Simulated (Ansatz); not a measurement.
Here is an Ansatz 0.2.0 calculation.

File input.yaml:

```yaml
crystal:
  lattice:
    - [3.191423, 0.0, 0.0]
    - [0.0, 3.191423, 0.0]
    - [0.0, 0.0, 4.485164]
  atoms:
    - { symbol: Hf, position: [0.0, 0.0, 0.0] }
    - { symbol: Mo, position: [0.5, 0.5, 0.5] }
    - { symbol: C, position: [0.5, 0.5, 0.0] }
    - { symbol: C, position: [0.0, 0.0, 0.5] }
kpoints:
  mp_grid: { grid: [8, 8, 6] }
scf:
  occupations: { method: fermi_dirac, width: 0.05 }
hamiltonian:
  xc: pbesol
  pseudopotentials: { kind: all_electron, lapw: { basis_error: 0.002 } }
  hubbard:
    sites: [{ species: Hf, l: d, u_eff: 6 }, { species: Mo, l: d, u_eff: 6 }]
    double_counting: fll
    projectors: ortho-atomic
output:
  forces: true
  stress: true
  eigenvalues: true
  dos: { projected: false, de: 0.1, e_range: [-10, 10] }
  hubbard: {}
```

Potentials or basis: all-electron LAPW, scalar-relativistic.

Command:

```bash
$ ansatz run input.yaml --threads 2 --pin off --max-ram 8192MiB --backend cpu --events-out ev --progress --plain --runs-dir out
```

Predict the pressure.

-0.8 GPa.

Predict the band gap on the k mesh.

none (metal or under the smearing width).

Stress tensor (GPa, compression positive):
```
-1.66  0.00  0.00
 0.00 -1.66  0.00
 0.00  0.00  0.79
```

Caveat: U without spin polarisation on a metal has little footing; the U is typed as a test and isn't derived for this compound. The run has no spin-orbit coupling, so splittings on Hf are missing.
